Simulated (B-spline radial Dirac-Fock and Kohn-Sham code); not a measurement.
# Inner shells of Gd²⁺

Wanted for the Gd²⁺ ion: its X-ray form factor and Compton profile and the binding energy of each subshell.

Method: a free atom or ion on a radial basis; each step names its model; computed with B-spline radial Dirac-Fock and Kohn-Sham code, version 2.

## Step 1: What is computed

The Gd²⁺ ion, [Xe] 4f7 5d1.

- nuclear charge: 64
- electrons: 62
- mass number: 158
- nuclear rms radius: 5.1569 fm

## Step 2: Form factor and Compton profile

Model: Dirac-Fock average of configuration, finite nucleus; form factor of the spherical density, Waller-Hartree incoherent function, impulse-approximation Compton profiles.

Recorded inputs:

```ini
task = scatter
Z = 64
charge = 2
configuration = 1s2 2s2 2p6 3s2 3p6 3d10 4s2 4p6 4d10 4f7 5s2 5p6 5d1
mass_number = 158
rms_radius = 5.1569  # fm
s = [0.0, 0.09, 0.11, 0.13, 0.16, 0.19, 0.23, 0.28, 0.34, 0.41, 0.5, 0.61, 0.73, 0.89, 1.08, 1.3, 1.58, 1.91, 2.31, 2.8, 3.38, 4.1, 4.96]  # 1/A
pz = [0, 0.1, 0.2, 0.3, 0.4, 0.5, 0.6, 0.8, 1.0, 1.2, 1.4, 1.6, 1.8, 2.0, 2.5, 3.0, 4.0, 5.0, 7.0, 10.0, 15.0, 20.0, 30.0, 40.0, 60.0, 100.0]  # a.u.
photon_energy = [1000, 2000, 5000, 8047.8, 10000, 17479.3, 200000, 500000]  # eV
```

## Step 3: Binding energies

Model: Dirac-Fock average of configuration, Delta-SCF, finite nucleus, first-order Breit with its frequency dependence, self-energy and vacuum polarisation.

The run's settings:

```ini
task = binding
```

What does the calculation give? Wanted: rms radius of the electron cloud; form factor halves at; Compton profile at zero; deepest level listed, K; least bound, O4,5; Kα1.

The runs gave:

```
                                quantity         value
        rms radius of the electron cloud    0.828 bohr
                   form factor halves at      0.62 1/Å
                 Compton profile at zero  8.072 1/a.u.
            deepest level listed, K (1s)    50263.2 eV
                  least bound, O4,5 (5d)      18.92 eV
                                     Kα1    42993.6 eV
ionisation energy, NIST (semi-empirical)    20.5400 eV
```

f falls from 62 to half of that at s = 0.62 1/Å. Incoherent scattering outweighs coherent from 200 keV on, among the energies asked. The K (1s) level lies 78.0 eV under Koopmans' value by relaxation alone; Breit gives -142.13 and QED -73.54 eV. NIST's ionisation energy differs by +1.62 eV from the least binding energy; the calculation averages open shells over their j components and terms. The Hartree-Fock and Dirac-Fock values hold no electron correlation.
